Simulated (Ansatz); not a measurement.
# C4H7FSi: up Jacob's ladder to CCSD(T)

One table from this session's results is given with a row withheld; the runs are named, their logs left out.

Program: Ansatz 0.2.0, Gaussian basis. Level of theory: functionals in def2-TZVPP, the program's frozen cores in correlated methods. These are calculated values, not measurements.

Plan: PBE-D4, r2SCAN-D4, PBE0-D4, B3LYP-D4, ωB97X-V, ωB97M-V, B2PLYP; CCSD(T)/def2-TZVPP; MP2/def2-QZVPP; extrapolation to the limit.

## The relaxed structure

All runs share one geometry, relaxed beforehand with PBE0-D4 in a triple-zeta def2 set.

SMILES `C=C=C[SiH](C)F`, 13 atoms, charge 0, spin multiplicity 1.

Atoms are counted from 1 here; the program's logs count them from 0.

Bond lengths: C1–C2 1.300 Å, C1–H7 1.085 Å, C1–H8 1.085 Å, C2–C3 1.302 Å, C3–Si4 1.854 Å, C3–H9 1.089 Å, Si4–C5 1.850 Å, Si4–F6 1.606 Å, Si4–H10 1.486 Å, C5–H11 1.093 Å, C5–H12 1.092 Å, C5–H13 1.092 Å. Angles: C2–C1–H7 121.1°, C2–C1–H8 121.0°, H7–C1–H8 118.0°, C1–C2–C3 177.7°, C2–C3–Si4 120.9°, C2–C3–H9 118.8°, Si4–C3–H9 120.3°, C3–Si4–C5 111.9°, C3–Si4–F6 108.1°, C3–Si4–H10 109.6°, C5–Si4–F6 109.3°, C5–Si4–H10 112.0°, F6–Si4–H10 105.7°, Si4–C5–H11 110.5°, Si4–C5–H12 111.1°, Si4–C5–H13 110.3°, H11–C5–H12 108.1°, H11–C5–H13 108.2° and more.

Set-up of the first run:

in.yaml

```yaml
crystal:
  periodic: [false, false, false]
  atoms:
    - {symbol: C, position_ang: [-0.200927, -2.128840, 1.235723]}
    - {symbol: C, position_ang: [0.145459, -0.876491, 1.279639]}
    - {symbol: C, position_ang: [0.480233, 0.381410, 1.273736]}
    - {symbol: Si, position_ang: [0.306419, 1.405233, -0.262318]}
    - {symbol: C, position_ang: [-0.348841, 0.414537, -1.681214]}
    - {symbol: F, position_ang: [-0.704854, 2.612546, 0.053615]}
    - {symbol: H, position_ang: [0.512962, -2.897565, 0.960727]}
    - {symbol: H, position_ang: [-1.209639, -2.438196, 1.486994]}
    - {symbol: H, position_ang: [0.877823, 0.822661, 2.186817]}
    - {symbol: H, position_ang: [1.608109, 2.044901, -0.584675]}
    - {symbol: H, position_ang: [0.357139, -0.372282, -1.957730]}
    - {symbol: H, position_ang: [-1.299258, -0.058332, -1.424708]}
    - {symbol: H, position_ang: [-0.504124, 1.055819, -2.551808]}
basis:
  gaussian: {orbitals: def2-TZVPP}
hamiltonian: {xc: pbe, dispersion: d4}
output: {forces: true, orbitals: {seedname: orbitals}}
```

Run with:

```bash
$ ansatz run in.yaml --threads 4 --pin off --events-out ev --progress --plain --max-ram 10444MiB
```

Among the steps run: PBE-D4 (GGA); r2SCAN-D4 (meta-GGA); PBE0-D4 (hybrid); B3LYP-D4 (hybrid); ωB97X-V (range-separated); ωB97M-V (range-separated); B2PLYP (double hybrid); CCSD(T) in def2-TZVPP; MP2 in def2-QZVPP.

One table of the session follows, with a row left open; its other results are not shown here.

```
            method  atomisation energy (kcal/mol)
            PBE-D4                         1310.8
         r2SCAN-D4                         1289.5
           PBE0-D4                         1289.1
          B3LYP-D4                         1284.7
           ωB97X-V                         1283.8
           ωB97M-V                         1286.9
            B2PLYP                              ?
     HF/def2-TZVPP                          963.7
    MP2/def2-TZVPP                         1274.5
   CCSD/def2-TZVPP                         1232.7
CCSD(T)/def2-TZVPP                         1251.4
           MP2/CBS                         1305.4
       CCSD(T)/CBS                         1282.4
```

**Question.** Estimate the row for B2PLYP.

As computed: atomisation energy (kcal/mol): 1272.5. In the column «atomisation energy (kcal/mol)» it lies between CCSD(T)/def2-TZVPP (1251.4) and MP2/def2-TZVPP (1274.5).

Caveats from the session: Free atoms (4 C, 1 Si, 1 F, 7 H) were run apart at each level; the atomisation energy is their sum less the molecule, without zero-point or spin-orbit terms.
